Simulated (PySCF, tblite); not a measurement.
# FH11N2Si4, a small molecule taken as a stand-in for a surface group: NMR shifts, core binding energies and electronic excitations

Wanted: the NMR shifts, core binding energies and electronic excitations for `F[Si]([SiH3])(N[SiH3])N[SiH3]`.

Programs: tblite 0.8.0 and PySCF 2.14.0. All values are calculated, for the isolated system unless a continuum is named. Atoms count from 0, parts from 1.

## (1) The system as given

18 atoms, charge 0, multiplicity 1; geometry: distance geometry start.

## (2) Geometry optimisation with GFN2-xTB

The job: settings as JSON, then the geometry in Å.

```
{"job": {"kind": "relax", "xc": "GFN2-xTB", "basis": "xTB"}, "charge": 0, "multiplicity": 1}
Si    -0.426650    -0.189825     1.186377
Si    -2.088260     1.195218     1.629357
N      1.054054     0.334149     2.162580
Si     2.488919     0.928444     1.203827
N      0.017310    -0.111597    -0.575840
Si     0.052546     1.553783    -1.324633
F     -0.831426    -1.729909     1.608574
H     -3.270790     0.684888     0.972218
H     -2.314927     1.241075     3.044529
H     -1.803480     2.489772     1.133951
H      0.856967     0.827979     3.017795
H      2.550472     2.345810     1.291288
H      3.678433     0.374549     1.742403
H      2.348303     0.530873    -0.152497
H     -0.406970    -0.838332    -1.166711
H      1.381070     1.947568    -1.542342
H     -0.571496     2.487040    -0.450699
H     -0.657790     1.567487    -2.562590
```

With the program's defaults for keys left out, this is: GFN2-xTB geometry optimisation, gas phase.

The run is started by

```
> OMP_NUM_THREADS=1 python cluster_run.py task.json out
```

One launch serves the whole session: the jobs run in the order shown.

**Question.** The jobs that follow are: PBE0-D3(BJ)/def2-SVP geometry optimisation, gas phase; GIAO PBE0/pcSseg-1 NMR shielding, non-relativistic, gas phase; delta-SCF UKS SCAN, pcX-2 on the ionised atom, pcseg-1 elsewhere, spin-free X2C; TDDFT CAM-B3LYP/def2-SVPD, vertical, gas phase, core orbitals frozen in the response. Predict: point group; rotational constants (main isotopes); 1H shifts against TMS (PBE0/pcSseg-1); 29Si shifts against TMS (PBE0/pcSseg-1); 15N shifts against NH3 (PBE0/pcSseg-1); 19F shifts against CFCl3 (PBE0/pcSseg-1); surface potential, 1st and 99th percentile; Si2p binding energies, SCAN/pcX-2 (standing for 2 of 4 atoms); N1s binding energies, SCAN/pcX-2; F1s binding energies, SCAN/pcX-2; lowest singlet (CAM-B3LYP/def2-SVPD); brightest single state of those computed; lowest triplet; vertical ionisation energy (ΔSCF).

**Answer**, as computed:

| quantity | value |
| --- | --- |
| point group | C1 |
| rotational constants (main isotopes) | 1.16, 0.83, 0.68 GHz |
| 1H shifts against TMS (PBE0/pcSseg-1) | 4.71, 4.70, 4.63, 4.63, 4.63, 4.55, 3.54, 3.36, 3.32, 0.59, 0.18 ppm |
| 29Si shifts against TMS (PBE0/pcSseg-1) | -7.9, -54.8, -57.4, -113.6 ppm |
| 15N shifts against NH3 (PBE0/pcSseg-1) | 42.7, 31.9 ppm |
| 19F shifts against CFCl3 (PBE0/pcSseg-1) | -119.5 ppm |
| surface potential, 1st and 99th percentile | -1.12 V and 1.76 V |
| Si2p binding energies, SCAN/pcX-2 (standing for 2 of 4 atoms) | Si0 107.87, Si1 106.66 eV |
| N1s binding energies, SCAN/pcX-2 | N4 404.37, N2 404.27 eV |
| F1s binding energies, SCAN/pcX-2 | F6 691.68 eV |
| lowest singlet (CAM-B3LYP/def2-SVPD) | 6.50 eV (191 nm), f = 0.032 |
| brightest single state of those computed | state 4, 7.16 eV, f = 0.050 |
| lowest triplet | 6.05 eV |
| vertical ionisation energy (ΔSCF) | 9.46 eV |

In words: Relaxing lowered the energy by 0.441 eV in 13 steps; the close pair that moved most is Si3–H12, from 1.429 to 1.496 Å (PBE0/def2-SVP). No frequency check was run at this level, so the end point may be a saddle. Si0 (silicon bonded to F, 2 N, Si) binds its Si2p electron 1.22 eV more tightly than Si1 (silicon bonded to Si, 3 H). Only 2 of the 4 Si atoms are covered by sound results. N4 (nitrogen bonded to 2 Si, H) binds its N1s electron 0.10 eV more tightly than N2 (nitrogen bonded to 2 Si, H). The lowest singlet, at 6.50 eV, is HOMO→LUMO 0.53, HOMO→LUMO+1 0.33 and is weak; of the 6 states computed, the strongest absorption comes from state 4 at 7.16 eV. The lowest triplet lies 0.44 eV below the lowest singlet (triplets in Tamm-Dancoff, singlets in full TDDFT). The orbital energy would give 8.89 eV for ionisation, ΔSCF gives 9.46 eV. A capped cluster stands for the solid here, so long-range fields and strain are missing, and bands or shifts of the capping hydrogens have no counterpart in it.
